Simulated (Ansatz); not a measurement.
# FHf: the cost of one run

Computed with Ansatz 0.2.0 (DFT unrestricted LDA, Gaussian basis def2-TZVPP, and further levels as typed in the inputs, unless a step's input says otherwise).

## 1. The starting structure

Bond lengths: Hf1–F2 1.850 Å.

As a file:

```xyz
2

Hf    0.0000    0.0000    0.0000
F     0.0000    0.0000    1.8500
```

## 2. Batch of points: FHf

input.yaml

```yaml
magnetization:
  spin_polarized: true
  initial_magnetization: 1
basis:
  gaussian: { orbitals: def2-TZVPP }
hamiltonian:
  xc: lda
batch:
  members: [s0.yaml, s1.yaml, s2.yaml, s3.yaml, s4.yaml, s5.yaml, s6.yaml, s7.yaml, s8.yaml, s9.yaml, s10.yaml]
# s1.yaml, one of 11 members:
crystal:
  periodic: [false, false, false]
  atoms:
    - { symbol: Hf, position_ang: [0.0, 0.0, 0.0] }
    - { symbol: F, position_ang: [0.0, 0.0, 1.71] }
```

Q: Estimate wall time and peak memory on 6 threads of Intel Xeon 6975P-C (Granite Rapids), shared host.

About 6.4 s, with a peak of 0.67 GiB.
